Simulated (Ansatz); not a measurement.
**AlBrH4N2: two torsions**

A grid of calculations on AlBrH4N2, SMILES [NH2][Al]([NH2])[Br], to see where the energy is lowest and how it rises around there.

Computed with Ansatz 0.2.0. Level: RKS PBE0-D4/def2-SVP.

**1. The system as given**

SMILES `[NH2][Al]([NH2])[Br]`, 8 atoms, charge 0, spin multiplicity 1.

Atoms are counted from 1 here; the program's logs count them from 0.

Bond lengths: N1–Al2 1.776 Å, N1–H5 1.021 Å, N1–H6 1.021 Å, Al2–N3 1.776 Å, Al2–Br4 2.276 Å, N3–H7 1.021 Å, N3–H8 1.021 Å. Angles: Al2–N1–H5 123.3°, Al2–N1–H6 126.4°, H5–N1–H6 110.3°, N1–Al2–N3 123.9°, N1–Al2–Br4 118.1°, N3–Al2–Br4 118.1°, Al2–N3–H7 126.4°, Al2–N3–H8 123.3°, H7–N3–H8 110.3°.

Geometry (Å):

```mol
AlBrH4N2
  3D, bonds by distance, orders not assigned

  8  7  0  0  0  0  0  0  0  0999 V2000
   -0.2726    1.5735   -0.1054 N   0  0
   -0.1642   -0.1725   -0.4133 Al  0  0
    0.5704   -1.3326    0.7135 N   0  0
   -1.0168   -0.9707   -2.3666 Br  0  0
   -0.6746    2.2365   -0.7702 H   0  0
    0.0416    2.0611    0.7350 H   0  0
    0.9894   -1.1157    1.6192 H   0  0
    0.6190   -2.3365    0.5320 H   0  0
  1  2  8  0
  1  5  8  0
  1  6  8  0
  2  3  8  0
  2  4  8  0
  3  7  8  0
  3  8  8  0
M  END
```

This geometry comes from a loose relaxation at PBE in a small basis, which is not shown.

**3. The grid**

- dihedral H5–N1–Al2–N3: 18 values from −180 to 160 °, periodic
- dihedral N1–Al2–N3–H7: 18 values from −180 to 160 °, periodic

Nothing else is relaxed (all other coordinates rigid). Energies count from the relaxed molecule at the same level. Points are written as (first, second).

(The set-up runs are not shown.)

**4. Grid point (−40°, 100°)**

File input.yaml:

```yaml
crystal:
  periodic: [false, false, false]
  atoms:
    - { symbol: "N", position_ang: [-0.271033, 1.561856, -0.105608] }
    - { symbol: Al, position_ang: [-0.163488, -0.171929, -0.41173] }
    - { symbol: "N", position_ang: [-1.449872, -1.119052, -1.159701] }
    - { symbol: Br, position_ang: [1.735449, -1.243617, 0.190222] }
    - { symbol: H, position_ang: [-0.687625, 2.221495, -0.751829] }
    - { symbol: H, position_ang: [0.063506, 2.044108, 0.719877] }
    - { symbol: H, position_ang: [-1.491263, -1.408671, -2.129401] }
    - { symbol: H, position_ang: [-2.265376, -1.452347, -0.659558] }
basis:
  gaussian: { orbitals: def2-SVP }
hamiltonian:
  xc: pbe0
  dispersion: d4
output:
  forces: true
```

Launch:

```console
> ansatz run input.yaml --threads 1 --pin off --max-ram 2560MiB --backend cpu --events-out ev --progress --plain --runs-dir out
```

The session goes on with these runs: the other points that were computed.

**Question.** What will these runs give? Wanted: lowest point; highest computed point; largest force on an atom.

The runs gave:

| quantity | value |
| --- | --- |
| lowest point | (−180°, 0°), 0.0 kcal/mol |
| highest computed point | (−80°, −100°), 15.5 kcal/mol above the lowest |
| largest force on an atom (eV/Å) | 0.00 at (−180°, 0°) to 0.40 at (−80°, −140°); 0.00 at the lowest point |
| time for the whole task | 9.5 min on 1 thread, shared host |

**Reading.** The lowest computed point is at (−180°, 0°), 0.0 kcal/mol from the relaxed molecule at the same level; the map holds 3 wells of about this depth. There is a further well near (0°, −180°) (0.11 kcal/mol above the lowest at that grid point). The highest computed point, (−80°, −100°), lies 15.5 kcal/mol above the lowest. On the interpolated surface the easiest way out of the lowest well to the well at (−180°, −180°) passes a barrier of about 5.2 kcal/mol. Round the minimum the valley is somewhat tilted: raising dihedral H5–N1–Al2–N3 shifts the best value of dihedral N1–Al2–N3–H7 upwards (coupling k₁₂/√(k₁₁k₂₂) about −0.5).
